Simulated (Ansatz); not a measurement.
**LuZnSn: how the settings move a relaxation**

Question: which choices in the input matter for LuZnSn?

Program: Ansatz 0.2.0. Level of theory: reference: DFT PBEsol, scalar-relativistic, plane waves, PAW. These are calculated values, not measurements.

1 further run of the same task is left out (set aside as unsound or not needed).

### 1 The system as given

The structure is hexagonal, space group P6_3/mmc (No. 194). Conventional cell: a = 4.415 Å, b = 4.415 Å, c = 15.804 Å, α = 90.00°, β = 90.00°, γ = 120.00°. Lu (site symmetry -6m2) is surrounded by 6 Zn at 2.89 Å. Around Lu (site symmetry -3m) lie 6 Sn at 3.11 Å. Around Sn (site symmetry 3m) lie 3 Zn at 2.68 Å. Zn (site symmetry 3m) is surrounded by 3 Sn at 2.68 Å and 1 Zn at 2.71 Å and 3 Lu at 2.89 Å.

As a file:

```cif
data_structure
_symmetry_space_group_name_H-M 'P6_3/mmc'
_symmetry_Int_Tables_number 194
_cell_length_a 4.4147
_cell_length_b 4.4147
_cell_length_c 15.8044
_cell_angle_alpha 90.000
_cell_angle_beta 90.000
_cell_angle_gamma 120.000
_cell_volume 266.75
loop_
_atom_site_label
_atom_site_type_symbol
_atom_site_symmetry_multiplicity
_atom_site_Wyckoff_symbol
_atom_site_fract_x
_atom_site_fract_y
_atom_site_fract_z
_atom_site_occupancy
Lu1 Lu 2 b 0.00000 0.00000 0.75000 1
Lu2 Lu 2 a 0.00000 0.00000 0.50000 1
Sn1 Sn 4 f 0.66667 0.33333 0.11247 1
Zn1 Zn 4 f 0.66667 0.33333 0.66420 1
```

### 2 Baseline

input.yaml reads:

```yaml
crystal:
  lattice:
    - [4.41470597, 0.0, 0.0]
    - [-2.20735299, 3.82324752, 0.0]
    - [0.0, 0.0, 15.80438532]
  atoms:
    - { symbol: Lu, position: [0.0, 0.0, 0.75] }
    - { symbol: Lu, position: [0.0, 0.0, 0.25] }
    - { symbol: Lu, position: [0.0, 0.0, 0.5] }
    - { symbol: Lu, position: [0.0, 0.0, 0.0] }
    - { symbol: Sn, position: [0.6666666667, 0.3333333333, 0.1124714] }
    - { symbol: Sn, position: [0.3333333333, 0.6666666667, 0.8875286] }
    - { symbol: Sn, position: [0.3333333333, 0.6666666667, 0.6124714] }
    - { symbol: Sn, position: [0.6666666667, 0.3333333333, 0.3875286] }
    - { symbol: Zn, position: [0.6666666667, 0.3333333333, 0.66420094] }
    - { symbol: Zn, position: [0.3333333333, 0.6666666667, 0.33579906] }
    - { symbol: Zn, position: [0.3333333333, 0.6666666667, 0.16420094] }
    - { symbol: Zn, position: [0.6666666667, 0.3333333333, 0.83579906] }
basis:
  ecutwfc: 420
kpoints:
  mp_grid: { grid: [9, 9, 2] }
hamiltonian:
  xc: pbesol
scf:
  occupations: { method: gaussian, width: 0.05 }
output:
  forces: true
  stress: true
  eigenvalues: true
relax:
  adjacent_minimum: "off"
  f_tol: 0.005
  max_steps: 80
  cell: { stress_tol: 0.05 }
```

Started as:

```sh
> ansatz run input.yaml --threads 8 --pin off --max-ram 14336MiB --backend cpu --events-out ev --progress --plain --runs-dir out
```

### 3 Changed: mp_grid.grid [4, 4, 1], dr2_threshold 1.0e-06

Edit input.yaml of step 2 so:

```diff
@@ -21,3 +21,3 @@
 kpoints:
-  mp_grid: { grid: [9, 9, 2] }
+  mp_grid: { grid: [4, 4, 1] }
 hamiltonian:
@@ -26,6 +26,7 @@
   occupations: { method: gaussian, width: 0.05 }
+  convergence: { dr2_threshold: 1.0e-06 }
 output:
   forces: true
+  eigenvalues: true
   stress: true
-  eigenvalues: true
 relax:
```

Q: Predict the outcome of this session. Wanted: for each run, ending; energy change; pressure; gap; force.

The runs gave:

| run | ending | energy change | pressure (GPa) | gap (eV) | force (eV/Å) | cycles | time |
| --- | --- | --- | --- | --- | --- | --- | --- |
| reference | converged | 0 | 0.0 | 0.00 | 0.00 | - | 84 s |
| 1: mp_grid.grid [4, 4, 1], dr2_threshold 1.0e-06 | converged | -10.6 meV/atom | 0.0 | 0.00 | 0.00 | - | 21 s |

What this shows: Changing the k-point mesh and convergence setting moves the energy by -10.6 meV/atom, and the final volume goes from 254.62 to 251.97 Å³. Sampling errors of the energy have no fixed sign. Of the settings changed, the mesh is the one that moves energies this far. Cost: 21 s against 84 s.
